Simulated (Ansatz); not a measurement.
# GaHPS: the cost of one run

Method: the settings change from run to run; program: Ansatz 0.2.0, Gaussian basis.

27 further runs of the same task are left out: 6 for a known fault of the program, 9 that didn't finish, 12 set aside as unsound or not needed.

## 1. The system

The geometry is a PBE0/def2-TZVP stationary point (not a proven minimum) of the parent state, kept for this charge and spin. No spin-orbit coupling is included. The filled d shell of Ga may be among the frozen orbitals whatever the setting's name suggests; the logs give the count.

4 atoms, charge 0, spin multiplicity 4.

Atoms are counted from 1 here; the program's logs count them from 0.

Bond lengths: Ga1–P2 2.458 Å, P2–S3 2.082 Å, S3–H4 1.347 Å. Angles: Ga1–P2–S3 86.7°, P2–S3–H4 99.6°.

## 2. MP2 on UHF/cc-pVDZ

Contents of in.yaml:

```yaml
crystal:
  periodic: [false, false, false]
  atoms:
    - {symbol: Ga, position_ang: [0.000000, -0.181071, 1.254308]}
    - {symbol: P, position_ang: [0.000000, 1.130788, -0.824606]}
    - {symbol: S, position_ang: [0.000000, -0.690919, -1.833298]}
    - {symbol: H, position_ang: [0.000000, -0.243652, -3.103616]}
basis:
  gaussian: {orbitals: cc-pVDZ}
magnetization: {spin_polarized: true, initial_magnetization: 3}
correlation: {method: mp2, electrons: outside_noble_gas}
accuracy: high
```

Run with:

```sh
$ ansatz run in.yaml --threads 1 --pin off --events-out ev --progress --plain --max-ram 2393MiB
```

What time and memory should one allow on 1 thread of Arm Neoverse V1, shared host?

About 10 s, with a peak of 0.27 GiB.
